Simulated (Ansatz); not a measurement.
# CH3F3STi: the cost of one run

The runs use Ansatz 0.2.0, Gaussian basis; the settings change from run to run.

### 1 The relaxed structure

An earlier PBE0-D4 in a triple-zeta def2 set relaxation fixed the geometry.

9 atoms, charge 0, spin multiplicity 1.

Atoms are counted from 1 here; the program's logs count them from 0.

Bond lengths: C1–S2 1.824 Å, C1–H7 1.090 Å, C1–H8 1.090 Å, C1–H9 1.090 Å, S2–Ti3 2.252 Å, Ti3–F4 1.752 Å, Ti3–F5 1.743 Å, Ti3–F6 1.752 Å. Angles: S2–C1–H7 110.9°, S2–C1–H8 110.8°, S2–C1–H9 106.7°, H7–C1–H8 110.4°, H7–C1–H9 109.0°, H8–C1–H9 109.0°, C1–S2–Ti3 96.5°, S2–Ti3–F4 107.7°, S2–Ti3–F5 107.0°, S2–Ti3–F6 107.7°, F4–Ti3–F5 113.1°, F4–Ti3–F6 107.8°, F5–Ti3–F6 113.1°.

### 2 MP2/cc-pVTZ

Options: multiplicity 3, atoms shaken by 0.15 Å.

Input file in.yaml:

```yaml
crystal:
  periodic: [false, false, false]
  atoms:
    - {symbol: C, position_ang: [-0.472376, -1.526321, 0.746301]}
    - {symbol: S, position_ang: [1.269945, -0.438851, -0.323120]}
    - {symbol: Ti, position_ang: [0.149035, 1.365837, -0.972082]}
    - {symbol: F, position_ang: [-1.125208, 0.363095, -1.773104]}
    - {symbol: F, position_ang: [1.078622, 2.163532, -1.744307]}
    - {symbol: F, position_ang: [-0.152152, 2.115959, 0.651823]}
    - {symbol: H, position_ang: [-0.344165, -0.630867, 1.652183]}
    - {symbol: H, position_ang: [-1.091915, -1.336738, 0.335313]}
    - {symbol: H, position_ang: [0.269581, -2.323708, 1.394785]}
basis:
  gaussian: {orbitals: cc-pVTZ}
magnetization: {spin_polarized: true, initial_magnetization: 2}
hamiltonian: {xc: {name: HF}}
correlation: {method: mp2}
output: {forces: true}
```

Started as:

```bash
$ ansatz run in.yaml --threads 4 --pin off --events-out ev --progress --plain --max-ram 11315MiB
```

What time and memory should one allow on 4 threads of AMD EPYC 9R14, shared host?

About 61 s, with a peak of 1.3 GiB.
